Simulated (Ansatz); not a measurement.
**Relaxation of CsCd4Sb3**

The start is CsCd4Sb3, a known structure type filled with other elements, at an estimated volume. Where does it settle when we relax cell and atoms, and what is it like there?

Computed, not measured: Ansatz 0.2.0, DFT, r2SCAN, no spin polarisation, plane waves, PAW.

**1. The cell**

It takes space group R-3m (No. 166, trigonal). The conventional cell has a = 4.724 Å, b = 4.724 Å, c = 37.935 Å, α = 90.00°, β = 90.00°, γ = 120.00°. Around Cd (site symmetry 3m) lie 3 Sb at 2.80 Å. Around Cd (site symmetry 3m) lie 4 Sb at 2.79 to 2.98 Å. Around Sb (site symmetry 3m) lie 4 Cd at 2.79 to 2.80 Å. Sb (site symmetry -3m) has 8 Cd at 2.98 to 3.38 Å as nearest neighbours. Cs (site symmetry -3m) is surrounded by 6 Sb at 3.58 Å and 6 Cd at 4.01 Å.

As a file:

```cif
data_structure
_symmetry_space_group_name_H-M 'P 1'
_symmetry_Int_Tables_number 1
_cell_length_a 4.7235
_cell_length_b 4.7235
_cell_length_c 12.9357
_cell_angle_alpha 100.520
_cell_angle_beta 100.520
_cell_angle_gamma 60.000
_cell_volume 244.33
loop_
_atom_site_label
_atom_site_type_symbol
_atom_site_fract_x
_atom_site_fract_y
_atom_site_fract_z
_atom_site_occupancy
Cd1 Cd 0.08918 0.08918 0.26754 1
Cd2 Cd 0.91082 0.91082 0.73246 1
Cd3 Cd 0.30141 0.30141 0.90423 1
Cd4 Cd 0.69859 0.69859 0.09577 1
Sb1 Sb 0.22775 0.22775 0.68325 1
Sb2 Sb 0.77225 0.77225 0.31675 1
Sb3 Sb 0.00000 0.00000 0.00000 1
Cs1 Cs 0.50000 0.50000 0.50000 1
```

The first density is read from a saved solution for the starting cell.

**2. Relaxing**

The input, input.yaml:

```yaml
crystal:
  lattice:
    - [2.36176, 4.090682, 0.0]
    - [-2.36176, 4.090682, 0.0]
    - [0.0, -2.727121, 12.644927]
  atoms:
    - { symbol: Cd, position: [0.08918, 0.08918, 0.26754] }
    - { symbol: Cd, position: [0.91082, 0.91082, 0.73246] }
    - { symbol: Cd, position: [0.30141, 0.30141, 0.90423] }
    - { symbol: Cd, position: [0.69859, 0.69859, 0.09577] }
    - { symbol: Sb, position: [0.22775, 0.22775, 0.68325] }
    - { symbol: Sb, position: [0.77225, 0.77225, 0.31675] }
    - { symbol: Sb, position: [0.0, 0.0, 0.0] }
    - { symbol: Cs, position: [0.5, 0.5, 0.5] }
  symmetry: { tolerance: 0.0003 }
kpoints:
  mp_grid: { grid: [5, 5, 5], shift: [0, 0, 0] }
magnetization:
  spin_polarized: false
scf:
  occupations: { method: fermi_dirac }
  lower_state_search: "off"
hamiltonian:
  pseudopotentials: { kind: paw }
  xc: r2scan
basis:
  ecutwfc: 500
  fft_grid_basis: typed
relax:
  max_steps: 40
  cell: { p_target: 0.0 }
  f_tol: 0.03
output:
  forces: true
  stress: true
  eigenvalues: true
  populations: true
  elf: true
  write_potential: true
  volumetric_format: npy
  dos:
    e_range: [-12, 8]
    de: 0.05
    projected: { site_lists: { Cd: [Cd], Cs: [Cs], Sb: [Sb] } }
  bader: false
checkpoint:
  read: saved_state
```

Launch:

```console
$ ansatz run input.yaml --threads 2 --pin off --max-ram 3584MiB --backend cpu --events-out ev --progress --plain --runs-dir out
```

**Question.** What will these runs give? Wanted: moves; energy gained; largest move; cell; volume; pressure at the end; character.

As calculated:

```
                                                 quantity                                                                         value
                                                    moves                                                                             4
                                            energy gained                                                                 43.2 meV/atom
                                             largest move                                                                   0.28 Å (Cd)
                     space group (0.01 Å), before / after                                                                   R-3m / R-3m
                                                     cell  a = 4.806 Å, b = 4.806 Å, c = 13.646 Å, α = 100.14°, β = 100.14°, γ = 60.00°
                                                   volume                                                        33.41 Å³/atom (+9.4 %)
                                      pressure at the end                                                                      0.02 GPa
           formation energy (elements from separate runs)                                                                 -0.27 eV/atom
                                                character                                                                         metal
density of states, mean within 0.25 eV of the Fermi level                                                          0.33 per eV per cell
```

**Reading.** The volume grew by 9.4 %, and the largest move of an atom is 0.28 Å apart from the change of the cell; the energy fell by 43.2 meV per atom. The run held to 12 symmetry operations, so a lower structure without them is not ruled out. Bands barely cross the Fermi level: a semimetal or poor metal at this level, where functional and spin-orbit coupling decide; within 0.25 eV of the Fermi level the density of states averages 0.33 per eV per cell, mostly Sb p (57 %) and Cd s (25 %), but it varies sharply: 0.076 at the Fermi level itself, on this mesh. Against the elements' reference phases (Cd hcp, Sb A7 rhombohedral, Cs bcc; separate runs with the same functional) the formation energy is -0.27 eV per atom, a bound cell by that test.

Keep in mind: the k mesh is coarse for a cell without a gap.
